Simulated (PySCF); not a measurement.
**The bond of RbC, level by level**

One job finds the state of RbC, follows it along the bond with each method and fits the curves.

Method: Rb jorge-DZP-DKH, C jorge-DZP-DKH, spin-free X2C with a Gaussian nucleus; program: PySCF 2.14.0.

### 1 The job

Settings of the job:

```json
{"atoms": "Rb, C", "charge": "0", "basis": "Rb jorge-DZP-DKH, C jorge-DZP-DKH", "Hamiltonian": "spin-free X2C with a Gaussian nucleus", "basis functions": "51", "electrons treated": "43", "masses in u": "84.9118, 12.0000", "levels": "PBE0, PBE, r²SCAN, BLYP, LDA, MN15, HF, MP2, SCS-MP2, CCSD, CCSD(T)", "grid": "80 radial by 434 angular points", "occupations": "held fixed by the projection of orbital angular momentum", "dissociation limit": "Rb + C, each in its ground configuration", "starting distance in angstrom": "2.770", "values of 2S to try": "1, 3"}
```

The run is started by

```console
$ OMP_NUM_THREADS=1 python dia.py task.json out
```

After this run come: PBE0 along the bond; Other states along the same grid; PBE (GGA); r²SCAN; BLYP; LDA; MN15; UHF (mean field); Adding correlation.

**Question.** What will these runs give? Wanted: for each run, Re; ωe; De; μ.

**Answer**, as computed:

Lowest PBE0 solution found, without spin–orbit coupling: ⁴Σ⁻ (quartet), unpaired electrons σ ↑, π ↑↑. State 2 has its PBE0 minimum 0.72 eV higher, as a spin-mixed determinant (⟨S²⟩ = 1.76), so this is no gap between pure states. State 3 has its PBE0 minimum 0.75 eV higher, as a spin-mixed determinant (⟨S²⟩ = 1.76), so this is no gap between pure states. State 4 has its PBE0 minimum 1.50 eV higher, as a spin-mixed determinant (⟨S²⟩ = 1.07), so this is no gap between pure states. The other levels ran on the lowest alone.

| level | Re (Å) | ωe (cm⁻¹) | De (eV) | μ (D) |
| --- | --- | --- | --- | --- |
| UHF | 2.715 | 329 | 1.32 | -10.87 |
| UHF-MP2 | 2.687 | 327 | 1.74 | n/a |
| UHF-SCS-MP2 | 2.691 | 327 | 1.53 | n/a |
| UHF-CCSD | 2.695 | 323 | 1.62 | n/a |
| UHF-CCSD(T) | 2.695 | 322 | 1.63 | n/a |
| LDA | 2.581 | 335 | 2.40 | -7.95 |
| PBE | 2.652 | 307 | 2.12 | -8.10 |
| BLYP | 2.694 | 287.0 | 1.82 | -7.67 |
| r²SCAN | 2.652 | 325 | 2.21 | -9.29 |
| PBE0 | 2.633 | 329 | 2.03 | -9.25 |
| MN15 | 2.618 | 336 | 1.96 | -9.50 |

De is counted to Rb + C in their ground configurations. A positive dipole means Rb(−)C(+).

Differences from CCSD(T) in the same basis:

| level | Re (mÅ) | ωe (%) |
| --- | --- | --- |
| UHF | +20 | +2.4 |
| UHF-MP2 | -8 | +1.6 |
| UHF-SCS-MP2 | -4 | +1.6 |
| UHF-CCSD | 0 | +0.3 |
| LDA | -114 | +4.3 |
| PBE | -43 | -4.6 |
| BLYP | -1 | -10.8 |
| r²SCAN | -43 | +1.0 |
| PBE0 | -62 | +2.3 |
| MN15 | -78 | +4.3 |

What this shows: Against CCSD(T) in the same basis, the bond length is nearest at UHF-CCSD (0 mÅ) and farthest at LDA (-114 mÅ); the wavenumber is nearest at UHF-CCSD (+0.3 %) and farthest at BLYP (-10.8 %). CCSD(T) in a basis this small is itself some way from its limit, more so than the functionals. Of the levels with a De here, UHF gives the least (1.32 eV) and LDA the most (2.40 eV).

Correlated steps freeze 10 core orbitals. Spin–orbit coupling is left out.
